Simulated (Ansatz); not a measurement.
This script drives the Ansatz DFT code, driven from Python.

Script `zr3cd_formation.py`:
```python
"""Heat of formation of Zr3Cd at zero temperature, after relaxing cells and atoms."""

from collections import Counter
import csv
import warnings

import ansatz as az
import numpy as np


def solve(name, crystal):
    calc = (
        crystal.calculation()
        .functional("r2scan")
        .basis(600)  # a bare number is in eV
        .kpoints(spacing=0.14)  # sampling of the Brillouin zone
        .occupations("fermi_dirac", width=0.05)  # smearing steadies the SCF of a metal
        .stress()  # GPa
    )
    calc = calc.relax(force_tolerance=0.01, max_steps=40, cell=True)
    return calc.run(threads=1, pin="off")


def counts(outcome):
    return Counter(site.symbol for site in outcome.lattice.sites)

def formation_energy(outcome, mu):
    n = counts(outcome)
    return (outcome.report["energy_sigma0_ev"] - sum(k * mu[element] for element, k in n.items())) / sum(n.values())


def volume_per_atom(outcome):
    return abs(np.linalg.det(outcome.lattice.cell_ang)) / len(outcome.lattice.sites)


def main() -> None:
    warnings.simplefilter("ignore")

    phases = {}
    zr3cd = (
        az.Lattice.cubic(4.45517347)
        .space_group(221)
        .atom("Zr", (0.0, 0.5, 0.5))
        .atom("Cd", (0.0, 0.0, 0.0))
    )
    phases["Zr3Cd"] = zr3cd
    zr = (
        az.Lattice.from_parameters(3.232, 3.232, 5.147, alpha=90, beta=90, gamma=120)
        .space_group(194)
        .atom("Zr", (1 / 3, 2 / 3, 0.25))
    )
    phases["Zr"] = zr
    cd = (
        az.Lattice.from_parameters(2.97887, 2.97887, 5.61765, alpha=90, beta=90, gamma=120)
        .space_group(194)
        .atom("Cd", (1 / 3, 2 / 3, 0.25))
    )
    phases["Cd"] = cd

    done = {name: solve(name, crystal) for name, crystal in phases.items()}

    # energy of one atom in its reference phase
    references = {"Zr": "Zr", "Cd": "Cd"}
    mu = {element: done[name].report["energy_sigma0_ev"] / len(done[name].lattice.sites) for element, name in references.items()}

    target = done["Zr3Cd"]
    heat = formation_energy(target, mu)
    rows = [(name, len(o.lattice.sites), volume_per_atom(o), formation_energy(o, mu)) for name, o in done.items()]
    with open("formation.csv", "w", newline="") as handle:
        writer = csv.writer(handle)
        writer.writerow(["phase", "atoms", "V (A^3/atom)", "E_form (eV/atom)"])
        writer.writerows([round(v, 4) if isinstance(v, float) else v for v in row] for row in rows)
    print(open("formation.csv").read())


if __name__ == "__main__":
    main()
```

It is started by `python zr3cd_formation.py`. Estimate its wall time and peak memory on 1 thread of Arm Neoverse N1 (shared host).

It took about 9.6 min, with a peak of 0.77 GiB, for 3 runs of the engine.

Running `python zr3cd_formation.py` prints:
```text
phase,atoms,V (A^3/atom),E_form (eV/atom)
Zr3Cd,4,22.0521,-0.0878
Zr,2,23.4964,0.0
Cd,2,22.0261,0.0
```

The cells come from databases of deposited and of computed structures, and not all need be stable phases. The compound is the structure given, not necessarily its lowest; energies are at zero temperature, with no correction for gases. A semilocal functional's error on such energies is often 0.05 to 0.1 eV an atom, and 0.1 to 0.3 eV against gases such as O2 or F2.
